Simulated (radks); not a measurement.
**The Coulomb parameter U of the 4d shell of Nb⁺**

One table from this session's results is given with a row withheld; the runs are named, their logs left out.

The numbers are computed with radks (a radial shooting solver on a logarithmic mesh, Libxc functionals) version 1 (scalar-relativistic Kohn-Sham, PBE, spin-unpolarised, spherical densities, point nucleus), except any that are marked as measured or tabulated.

### What is computed

* element: niobium (Z = 41)
* charge: +1
* electrons: 40
* configuration: [Kr] 4d3 5s1

Outer shells as boxes (Hund's rule):

Nb⁺
```
[Kr] core
4d [↑ ][↑ ][↑ ][  ][  ]
5s [↑ ]
```

Set-up of the first run:

Settings of this run:

```text
Z 41
configuration [Kr] 4d3 5s1
relativity scalar-relativistic
functional pbe,pbe
spin unpolarised
nucleus point
c 137.035999084
```

Steps of the session up to this table: Start: [Kr] 4d3 5s1.

One table of the session follows, with a row left open; its other results are not shown here.

Radial moments (bohr):

```
level     <r>  outermost maximum (interpolated)  90 % within  nodes
   2p  0.1377                             0.106        0.224      0
   3s  0.4432                             0.396        0.655      2
   3p       ?                                 ?            ?      ?
   3d  0.4330                             0.335        0.694      0
   4s   1.155                              1.03         1.68      3
   4p   1.294                              1.12         1.92      2
   4d   1.944                              1.46         3.13      1
   5s   3.272                              2.85         4.79      4
```

Q: Estimate the row for 3p from the others.

The run gave: <r>: 0.4458; outermost maximum (interpolated): 0.389; 90 % within: 0.674; nodes: 1. In the column «<r>» it lies between 3s (0.4432) and 4s (1.155).
